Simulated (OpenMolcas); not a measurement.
# One shape, several levels: CH5AlO2 (SMILES C[Al](O)O)

We compute a comparison of 6 runs (B2PLYP/def2-SVP, BHLYP/def2-SVP, M06-L/def2-SVP, TPSS/def2-SVP, revPBE/def2-SVP, MP2/def2-SVP) of CH5AlO2. 

The results are computed with OpenMolcas 26.06.

1 further run of the same task is left out (set aside as unsound or not needed).

## (1) The system as given

The species is CH5AlO2 (9 atoms), meant as a singlet with charge 0. SMILES: `C[Al](O)O`. The shape is that of a PBE0-D4/def2-TZVP optimisation. This is one conformer, not always the lowest.

Bond lengths: C1–Al2 1.933 Å, Al2–O3 1.698 Å, Al2–O4 1.698 Å, C1–H5 1.093 Å, C1–H6 1.092 Å, C1–H7 1.094 Å, O3–H8 0.954 Å, O4–H9 0.955 Å. Some angles: C1–Al2–O3 118.6°, C1–Al2–O4 119.1°, O3–Al2–O4 122.3°, Al2–C1–H5 111.1°, Al2–C1–H6 111.7°, Al2–C1–H7 110.8°, Al2–O3–H8 125.6°, Al2–O4–H9 125.4°, H5–C1–H6 108.4°, H5–C1–H7 106.8°.

## (2) The energy at B2PLYP/def2-SVP (run 1)

job.input

```
* CH5AlO2 Kohn-Sham DFT

&GATEWAY
 BASLIB=$CurrDir
 COORD
 9
 angstrom
 C       -0.025110       1.109820      -1.034090
 Al      -0.001290      -0.302910       0.285630
 O        0.957740      -1.672870      -0.006720
 O       -0.933740      -0.131550       1.694140
 H       -0.226970       0.712350      -2.032300
 H       -0.780650       1.863510      -0.803740
 H        0.945840       1.611200      -1.084700
 H        1.048330      -2.422320       0.577320
 H       -0.984140      -0.767250       2.404460
 BASIS=def2-SVP
 GROUP=NoSym

&SEWARD
 GRIDINPUT
 Grid=UltraFine
 End of Grid

&SCF
 KSDFT=B2PLYP_SCF
 THRESHOLDS=1e-10 1e-07 1e-07 1e-05
 PRORBITALS=1 2

&MBPT2
 FROZEN=8
```

The basis set def2-SVP is read from a file made from the Basis Set Exchange's data (not shown).

The run is started by

```
export MOLCAS_MEM=1860
pymolcas job.input > job.log
```

The program printed:

```text
--- Start Module: gateway ---
[...]
--- Stop Module: gateway /rc=_RC_ALL_IS_WELL_ ---
[...]
      Basis functions           85
[...]
--- Start Module: scf ---
[...]
       Convergence after  14 Iterations
[...]
::    Total KS-DFT energy                            -433.3956544457
[...]
      Total spin, S                                     0.0000000000
[...]
      Total electronic charge=   40.000000
      Total            charge=   -0.000000
[...]
      Dipole Moment (debye):
      Origin of the operator (angstrom)=    0.0007   -0.2988    0.2808
                   X=  6.2149E-02               Y= -1.5006E+00               Z=  1.3987E+00           Total=  2.0524E+00
      Quadrupole Moment (debye*angstrom):
[...]
--- Stop Module: scf /rc=_RC_ALL_IS_WELL_ ---
[...]
--- Start Module: mbpt2 ---
[...]
 ###    WARNING: MP2 implementation intended for RHF references only         ###
 ###############################################################################
MBPT2 WARNING: Reference function according to RunFile:KS-DFT
I'll assume you know what you're doing and continue
WARNING!
Default frozen orbitals as non valence orbitals is overwritten by user input.
Default values:   5
[...]
       Reference weight ( Cref**2 )         =        0.79042
::    Total MBPT2 energy                             -434.1057644551
[...]
      Total MBPT2 calculations                           0.32      0.36
--- Stop Module: mbpt2 /rc=_RC_ALL_IS_WELL_ ---
[...]
```

Wall time 36 s (1 thread of Intel Xeon Platinum 8259CL at 2.50GHz (Skylake/Cascade Lake), shared host); peak memory 0.47 GiB.

## (3) Energy and gradient at BHLYP/def2-SVP (run 2)

mol.xyz

```xyz
9

C     -0.025110     1.109820    -1.034090
Al    -0.001290    -0.302910     0.285630
O      0.957740    -1.672870    -0.006720
O     -0.933740    -0.131550     1.694140
H     -0.226970     0.712350    -2.032300
H     -0.780650     1.863510    -0.803740
H      0.945840     1.611200    -1.084700
H      1.048330    -2.422320     0.577320
H     -0.984140    -0.767250     2.404460
```

run.input

```
&GATEWAY
 BasLib=$CurrDir
 Coord=mol.xyz
 Basis=def2-SVP
 Group=NoSym

&SEWARD
 GridInput
 Grid=UltraFine
 End of Grid

&SCF
 KSDFT=HYB_GGA_XC_BHANDHLYP
 Thresholds=1e-10 1e-07 1e-07 1e-05
 PrOrbitals=1 2

&ALASKA
```

The basis set def2-SVP is read from a file made from the Basis Set Exchange's data (not shown).

The run is started by

```
export MOLCAS_MEM=1860
pymolcas run.input > run.log
```

The program printed:

```text
--- Start Module: gateway ---
[...]
--- Stop Module: gateway /rc=_RC_ALL_IS_WELL_ ---
[...]
      Basis functions           85
[...]
--- Start Module: scf ---
[...]
       Convergence after  16 Iterations
[...]
::    Total KS-DFT energy                            -433.7871704549
[...]
      Total spin, S                                     0.0000000000
[...]
      Total electronic charge=   40.000000
      Total            charge=   -0.000000
[...]
      Dipole Moment (debye):
      Origin of the operator (angstrom)=    0.0007   -0.2988    0.2808
                   X=  6.2166E-02               Y= -1.4920E+00               Z=  1.3907E+00           Total=  2.0406E+00
      Quadrupole Moment (debye*angstrom):
[...]
 *              Molecular gradients               *
 **************************************************
  Irreducible representation: a
 ------------------------------------------------------------------------------------------
                              X                       Y                       Z
 ------------------------------------------------------------------------------------------
  C1                9.76895148751267E-05    1.32718781045060E-03   -1.23542427893319E-03
  AL2              -2.73752080572620E-05   -3.15988374070564E-03    2.93244724720321E-03
  O3                1.72714535375640E-03    3.36694647931601E-03   -6.26167677444034E-03
  O4               -2.07496707154853E-03    6.40167505935452E-03   -2.77589133298228E-03
  H5                3.00445040480657E-04    3.39466576784409E-04    9.09788551871848E-04
  H6                6.69110679070606E-04   -8.35665267016061E-04   -1.15704364914704E-05
  H7               -8.95541983868764E-04   -4.32075294307666E-04   -1.33681176918032E-04
  H8               -9.52620068682797E-04   -2.62841042667006E-03    4.22669439792633E-03
[...]
```

Wall time 45 s (1 thread of Intel Xeon Platinum 8259CL at 2.50GHz (Skylake/Cascade Lake), shared host); peak memory 0.47 GiB.

Runs 3 to 5 aren't shown in full; the table further down has their settings and results.

## (4) A single-point energy at MP2/def2-SVP (run 6)

test.inp

```
* CH5AlO2 MP2

&GATEWAY
 BasLib=$CurrDir
 Coord
 9
 angstrom
 C       -0.025110       1.109820      -1.034090
 Al      -0.001290      -0.302910       0.285630
 O        0.957740      -1.672870      -0.006720
 O       -0.933740      -0.131550       1.694140
 H       -0.226970       0.712350      -2.032300
 H       -0.780650       1.863510      -0.803740
 H        0.945840       1.611200      -1.084700
 H        1.048330      -2.422320       0.577320
 H       -0.984140      -0.767250       2.404460
 Basis=def2-SVP
 Group=NoSym

&SEWARD

&SCF
 Thresholds=1e-10 1e-07 1e-07 1e-05
 PrOrbitals=1 1

&MBPT2
 Frozen=8
```

The basis set def2-SVP is read from a file made from the Basis Set Exchange's data (not shown).

The run is started by

```
export MOLCAS_MEM=1860
pymolcas test.inp > test.log
```

The program printed:

```text
--- Start Module: gateway ---
[...]
--- Stop Module: gateway /rc=_RC_ALL_IS_WELL_ ---
[...]
      Basis functions           85
[...]
--- Start Module: scf ---
[...]
       Convergence after  13 Iterations
[...]
::    Total SCF energy                               -432.3198854244
[...]
      Total spin, S                                     0.0000000000
[...]
      Total electronic charge=   40.000000
      Total            charge=   -0.000000
[...]
      Dipole Moment (debye):
      Origin of the operator (angstrom)=    0.0007   -0.2988    0.2808
                   X=  6.2551E-02               Y= -1.5748E+00               Z=  1.4679E+00           Total=  2.1537E+00
      Quadrupole Moment (debye*angstrom):
[...]
--- Stop Module: scf /rc=_RC_ALL_IS_WELL_ ---
[...]
--- Start Module: mbpt2 ---
[...]
WARNING!
Default frozen orbitals as non valence orbitals is overwritten by user input.
Default values:   5
[...]
       Reference weight ( Cref**2 )         =        0.85333
::    Total MBPT2 energy                             -432.9046783558
[...]
      Total MBPT2 calculations                           0.48      0.53
--- Stop Module: mbpt2 /rc=_RC_ALL_IS_WELL_ ---
[...]
```

It took 8.7 s on 1 thread of Intel Xeon Platinum 8259CL at 2.50GHz (Skylake/Cascade Lake), shared host; peak memory 0.47 GiB.

## (5) All runs side by side

```tsv
run	level	task	frozen core orbitals	energy (Eh)	dipole moment (D) of the reference	HOMO energy (eV)	LUMO energy (eV)	wall time
1	B2PLYP/def2-SVP	energy	8	-433.587384	2.05	-9.65	1.14	36 s
2	BHLYP/def2-SVP	gradient	–	-433.787170	2.04	-9.71	0.86	45 s
3	M06-L/def2-SVP	gradient	–	-433.856380	1.92	-7.13	0.19	50 s
4	TPSS/def2-SVP	gradient	–	-433.921308	1.99	-6.91	-0.42	56 s
5	revPBE/def2-SVP	gradient	–	-433.763556	1.91	-6.72	-0.53	44 s
6	MP2/def2-SVP	energy	8	-432.904678	2.15	-11.72	2.91	8.7 s
```

## (6) What came out

| quantity | value |
| --- | --- |
| run 6: total energy | -432.90468 Eh |
| run 6: dipole moment (mean-field density) | 2.15 D |
| run 6: HOMO energy (Hartree–Fock orbitals) | -11.72 eV |
| run 6: LUMO energy (Hartree–Fock orbitals) | 2.91 eV |
| run 6: HOMO–LUMO gap (Hartree–Fock orbitals) | 14.63 eV |
| run 6: correlation energy (8 core orbitals frozen) | -584.8 mEh |

In words: Over runs 1, 2, 3, 4, 5 the dipole moment (its size) runs from 1.91 D (revPBE/def2-SVP) to 2.05 D (B2PLYP/def2-SVP). A double hybrid's value is that of its SCF part. Over runs 1, 2, 3, 4, 5 the HOMO–LUMO gap runs from 6.19 eV (revPBE/def2-SVP) to 10.79 eV (B2PLYP/def2-SVP). For B2PLYP the log adds the whole second-order term; the table takes 0.27 of it, as the functional is defined. Totals of different functionals can't be ranked against each other. All runs together took 4 min, the longest 56 s.
